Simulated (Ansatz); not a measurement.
TlIO3, space group Pm-3m, a calculation of the elastic constants

With the Ansatz DFT code, driven from Python.

Typed at the interpreter:
```pycon
>>> import ansatz as az
>>> import numpy as np
>>> FUNCTIONAL = "pbesol"
>>> KMESH = (5, 5, 5)
>>> xtal = (
...     az.Lattice.of((4.249667, 0.0, 0.0), (0.0, 4.249667, 0.0), (0.0, 0.0, 4.249667))
...     .atom("Tl", (0.0, 0.0, 0.0))
...     .atom("I", (0.5, 0.5, 0.5))
...     .atom("O", (0.5, 0.0, 0.5))
...     .atom("O", (0.5, 0.5, 0.0))
...     .atom("O", (0.0, 0.5, 0.5))
... )
>>> base = (
...     xtal.calculation()
...     .functional(FUNCTIONAL)
...     .basis(31 * az.Ry)
...     .occupations(az.OccupationsMethod.FIXED)
...     .kpoints(*KMESH)
... )
>>> outcome = base.elastic("clamped-ion").run()

>>> elastic = outcome.elastic
>>> C = np.asarray(elastic.c_gpa)
>>> for i in range(6):
...     for j in range(i, 6):
...         if abs(C[i, j]) > 0.05:
...             print(f"C{i + 1}{j + 1} = {C[i, j]:.1f} GPa")
...
C11 = 195.9 GPa
C12 = 59.9 GPa
C13 = 59.9 GPa
C22 = 195.9 GPa
C23 = 59.9 GPa
C33 = 195.9 GPa
C44 = 54.5 GPa
C55 = 54.5 GPa
C66 = 54.5 GPa
>>> print("smallest eigenvalue of C:", round(elastic.stability.min_eigenvalue_gpa, 1), "GPa; stable:", elastic.stability.stable)
smallest eigenvalue of C: 54.5 GPa; stable: True
>>> # averaged moduli need a positive definite tensor
>>> if elastic.stability.min_eigenvalue_gpa > 0:
...     for name, value in elastic.moduli.to_plain().items():
...         print(f"{name:14s} {value:9.3f}")
...
k_voigt_gpa      105.257
k_reuss_gpa      105.257
k_hill_gpa       105.257
g_voigt_gpa       59.896
g_reuss_gpa       59.196
g_hill_gpa        59.546
youngs_gpa       150.296
poisson            0.262
```

Caveats:
- A positive definite tensor excludes instabilities under uniform strain alone; phonons elsewhere in the zone can still be imaginary.
- The cell stands under -4.7 GPa at these settings.
- Spin-orbit coupling, which matters for elements this heavy, is left out.
- These are clamped-ion constants: where atoms have free coordinates under strain, the relaxed-ion ones can be far smaller or negative, so this tensor doesn't settle whether the crystal is stable.
- This cell is a computed structure, which may not be the phase found in nature.
- The constants belong to the cell that was strained; where it wasn't relaxed first it may be under stress.
- It ran for 25 s on 1 thread of Intel(R) Xeon(R) Platinum 8488C (Sapphire Rapids) (shared host), peak memory 0.48 GiB.

(A comment or docstring line of the script was reworded after the run, the code is as it ran; lines on the test bed's own set-up are left out of the output.)
